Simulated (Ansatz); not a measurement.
A nudged elastic band was laid between two geometries of a periodic cell of 33 atoms, Al32O (host Al, host structure fcc, interstitial O).

All numbers below come from DFT PBE-D3(BJ), scalar-relativistic, plane waves, PAW in Ansatz 0.2.0. Settings: PAW set soft_1, cutoff 420 eV, k mesh 3x3x3, fermi-dirac smearing 0.1 eV, no spin polarisation.

```
movable images  : 5
climbing image  : yes
spring          : 5.0 eV/Å²
optimiser       : quadratic models (default)
start path      : IDPP
force threshold : 0.05 eV/Å
iteration limit : 35
end points      : relaxed
```

First end point:

```xyz
33
Lattice="8.1000 0.0000 0.0000 0.0000 8.1000 0.0000 0.0000 0.0000 8.1000" Properties=species:S:1:pos:R:3
Al 4.069 0.021 -0.039
Al 6.098 2.049 -0.052
Al 6.097 0.009 1.990
Al 0.026 0.006 -0.053
Al 2.077 2.056 -0.054
Al 4.053 4.078 -0.054
Al 6.103 6.128 -0.053
Al 2.076 0.006 1.997
Al 4.057 2.048 1.989
Al 6.019 4.162 1.913
Al 4.054 0.006 4.019
Al 6.021 1.972 4.103
Al 6.104 0.006 6.069
Al 0.035 4.087 -0.051
Al 2.062 6.115 -0.039
Al 0.111 1.974 1.913
Al 2.075 4.087 1.989
Al 4.054 6.130 1.997
Al 0.034 0.010 4.026
Al 2.075 2.050 4.025
Al 4.058 4.086 4.027
Al 6.097 6.127 4.027
Al 2.062 0.022 6.054
Al 4.055 2.056 6.068
Al 6.097 4.086 6.066
Al 0.034 6.126 1.990
Al 0.111 4.163 4.106
Al 2.077 6.129 4.020
Al 0.034 2.049 6.066
Al 2.077 4.079 6.069
Al 4.069 6.115 6.054
Al 0.026 6.130 6.070
O -0.984 3.069 3.008
```

Last end point:

```xyz
33
Lattice="8.1000 0.0000 0.0000 0.0000 8.1000 0.0000 0.0000 0.0000 8.1000" Properties=species:S:1:pos:R:3
Al 4.056 0.031 0.006
Al 6.099 2.061 0.009
Al 6.023 -0.053 1.972
Al 0.037 0.024 0.010
Al 2.080 2.053 0.006
Al 4.071 4.089 0.022
Al 6.107 6.081 0.007
Al 2.077 0.024 2.050
Al 4.059 2.061 2.049
Al 6.100 4.102 2.050
Al 4.059 0.024 4.086
Al 6.022 2.138 4.163
Al 6.100 0.024 6.127
Al 0.029 4.104 0.006
Al 2.065 6.096 0.022
Al 0.113 2.138 1.972
Al 2.079 4.103 2.057
Al 4.057 6.081 2.057
Al 0.114 -0.054 4.163
Al 2.077 2.061 4.086
Al 4.056 4.104 4.080
Al 6.099 6.084 4.086
Al 2.079 0.031 6.129
Al 4.056 2.053 6.130
Al 6.106 4.103 6.129
Al 0.036 6.083 2.049
Al 0.036 4.101 4.086
Al 2.080 6.081 4.080
Al 0.036 2.061 6.127
Al 2.064 4.088 6.115
Al 4.072 6.096 6.115
Al 0.029 6.081 6.130
O -0.982 1.043 3.069
```

(1) What changes between the two ends?

(2) Give the energies along the band, and the barrier.

(3) What is the geometry of the highest image?

## Answers

(1) The atom that moves furthest is O33, by 2.03 Å; four of its nearest neighbours are Al16 1.90, Al27 1.90, Al10 1.90, Al12 1.90 Å at the first end and Al12 1.90, Al19 1.90, Al16 1.90, Al3 1.90 Å at the last.

(2) The run converged. The highest image is number 3 of 0 to 6, 0.99 eV above the ends, which have the same energy within 2 meV. By the program's own check the climbing image is a first-order saddle point (lowest curvatures found: -2.32 and 1.02 eV/Å²). Limits of this set-up: coarse k mesh, a small cell, in which the defect meets its images, a typed lattice constant that wasn't relaxed here.

| image | path coordinate (Å) | energy (eV) | Al10–O33 (Å) | Al27–O33 (Å) | Al3–O33 (Å) |
| --- | --- | --- | --- | --- | --- |
| 0 | 0.00 | 0.00 | 1.90 | 1.90 | 3.38 |
| 1 | 0.45 | 0.29 | 1.87 | 2.17 | 3.06 |
| 2 | 0.90 | 0.76 | 1.89 | 2.65 | 2.63 |
| 3 | 1.35 | 0.99 | 2.11 | 3.00 | 2.11 |
| 4 | 1.80 | 0.76 | 2.63 | 3.18 | 1.89 |
| 5 | 2.25 | 0.29 | 3.05 | 3.29 | 1.87 |
| 6 | 2.70 | 0.00 | 3.38 | 3.38 | 1.90 |

(3) 
```xyz
33
Lattice="8.1000 0.0000 0.0000 0.0000 8.1000 0.0000 0.0000 0.0000 8.1000" Properties=species:S:1:pos:R:3:forces:R:3
Al 4.088 0.015 0.009 0.00 -0.01 0.00
Al 6.055 2.055 -0.168 -0.01 0.00 -0.01
Al 6.097 0.146 2.017 -0.01 0.00 0.00
Al 0.005 0.060 0.008 0.00 0.00 0.00
Al 2.083 2.055 -0.067 0.00 0.00 0.00
Al 4.088 4.095 0.009 0.00 0.01 0.00
Al 6.104 6.105 0.040 -0.01 0.00 0.00
Al 2.053 -0.058 2.039 0.01 0.00 0.00
Al 3.909 2.055 1.975 0.00 0.00 0.00
Al 6.097 3.964 2.017 -0.01 0.00 0.00
Al 4.086 0.060 4.027 0.00 0.00 0.00
Al 6.072 2.055 4.361 -0.04 0.00 0.01
Al 6.118 -0.057 6.075 0.00 0.00 0.00
Al 0.005 4.050 0.008 0.00 0.00 0.00
Al 2.043 6.105 0.004 0.00 0.00 0.00
Al 0.340 2.055 1.993 0.01 0.00 -0.03
Al 2.054 4.168 2.039 0.01 0.00 0.00
Al 4.118 6.105 2.025 0.01 0.00 0.00
Al 0.110 -0.103 4.131 0.01 -0.02 0.01
Al 2.046 2.055 4.103 0.01 0.00 0.00
Al 4.086 4.050 4.027 0.00 0.00 0.00
Al 6.101 6.105 4.020 -0.01 0.00 0.01
Al 2.088 0.004 6.109 0.00 -0.01 0.00
Al 4.013 2.055 6.105 0.00 0.00 0.00
Al 6.118 4.167 6.075 0.00 0.00 0.00
Al -0.001 6.105 2.022 0.01 0.00 -0.01
Al 0.110 4.213 4.131 0.01 0.02 0.01
Al 2.131 6.105 4.070 -0.01 0.00 0.00
Al 0.081 2.055 6.069 0.00 0.00 0.01
Al 2.088 4.106 6.109 0.00 0.01 0.00
Al 4.083 6.105 6.065 0.00 0.00 0.00
Al 0.048 6.105 6.153 0.00 0.00 -0.01
O -1.365 2.055 2.656 -0.01 0.00 -0.01
```

Time of the run: 28 min on 4 threads of Arm Neoverse V1, on a shared host, peak memory 4.6 GiB.
